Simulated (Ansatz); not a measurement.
KC, space group C2/m: a comparison of norm-conserving and PAW potentials, run with Ansatz 0.2.0 through its Python package.

The script, `nc_paw.py`:
```python
"""Two kinds of potentials on KC."""

import ansatz
import numpy as np
from pymatgen.core import Lattice, Structure
from pymatgen.io.ase import AseAtomsAdaptor


def count_gap(report):
    # lowest empty less highest filled band, counting bands; zero where they overlap
    return max(report.get("gap_by_band_count_ev") or 0.0, 0.0)


def main() -> None:
    pmg_structure = Structure(
        Lattice([[3.781742, -2.182303, 0.0], [3.781742, 2.182303, 0.0], [-2.527413, 0.0, 7.130779]]),
        ["K", "K", "C", "C"],
        [
            [0.755722, 0.755722, 0.249746],
            [0.244278, 0.244278, 0.750254],
            [0.0, 0.0, 0.0],
            [0.5, 0.5, 0.5],
        ],
    )
    kc = ansatz.Crystal.from_ase(AseAtomsAdaptor.get_atoms(pmg_structure))

    job = (
        kc.calculation()
        .functional("lda")
        .kpoints(mesh=(4, 4, 2), shift=0.5)
        .occupations("methfessel_paxton", width=10 * ansatz.meV)
        .scf(tolerance=1e-06, extra_bands=2)
        .stress()
        .forces()
        .band_table()
    )
    variants = {
        "PAW": job.pseudopotentials("paw"),
        "norm-conserving": job.pseudopotentials("nc"),
    }
    # totals differ by the cores that each treatment holds, so compare what does not depend on them
    rows = []
    for label, variant in variants.items():
        r = variant.run(threads=1).report
        levels = np.array(r["eigenvalues_ev"][0]) - r["fermi_energy_ev"]
        print(label, "levels at the first k-point near E_F:", np.round(levels[np.abs(levels) < 5], 3))
        rows.append((label, r["n_electrons"], np.trace(r["stress_gpa"]) / 3, float(np.abs(r["forces_ev_ang"]).max()), count_gap(r)))
    print("     treatment  electrons in bands           P GPa  max force component eV/A  gap by band count eV")
    for row in rows:
        print(f"{str(row[0]):>14s}  {row[1]:18.1f}  {row[2]:14.3f}  {row[3]:24.4f}  {row[4]:20.3f}")


if __name__ == "__main__":
    main()
```

How well do the two treatments of the cores agree on the pressure?

PAW gives -3.469 GPa and norm-conserving -3.463 GPa, 0.006 GPa apart. They took 0.8 and 4.3 s of processor time.

What the script printed:

```console
$ python nc_paw.py
DeckWarning: basis.ecutwfc = 420 eV, auto-derived from the records' recommended cutoffs: set by K (normal level)
DeckWarning: scf.convergence.dr2_threshold = 1e-6 eV is looser than this run's default, which is 1e-7 eV or tighter. The error in the forces grows as the threshold's square root, so leave the key out unless less accurate forces are enough
DeckWarning: output.stress: scf.convergence.dr2_threshold = 1e-6 eV is looser than the 4e-10 eV advised for a printed stress (1e-10 eV for each atom of the cell: 4). What an SCF threshold leaves in a stress goes as its square root, and in the free energy as [...]
PAW levels at the first k-point near E_F: [-0.785 -0.198  0.071  0.199  0.348]
DeckWarning: basis.ecutwfc = 1115.666836 eV, auto-derived from the records' recommended cutoffs: set by C (normal level)
norm-conserving levels at the first k-point near E_F: [-0.785 -0.198  0.071  0.2    0.348]
     treatment  electrons in bands           P GPa  max force component eV/A  gap by band count eV
           PAW                26.0          -3.469                    0.0398                 0.000
norm-conserving                26.0          -3.463                    0.0399                 0.000
```
(Warnings from the package without file and line, shortened.)

The settings weren't tested for convergence. The computed bands are complete only to about 0.0 eV above the Fermi level. For a metal this k-point mesh is coarse: on a finer one energies can move by several to tens of meV an atom and pressures by half a GPa or more, differences at one mesh by less. A gap by band count of zero or less means overlapping bands, a metal. This cell is a computed structure, which may not be the phase found in nature. Levels are Kohn-Sham eigenvalues on this mesh. Stress is positive in compression. It ran for 5.9 s on 1 thread of Intel(R) Xeon(R) Platinum 8559C (Emerald Rapids), on a shared host, peak memory 0.6 GiB.
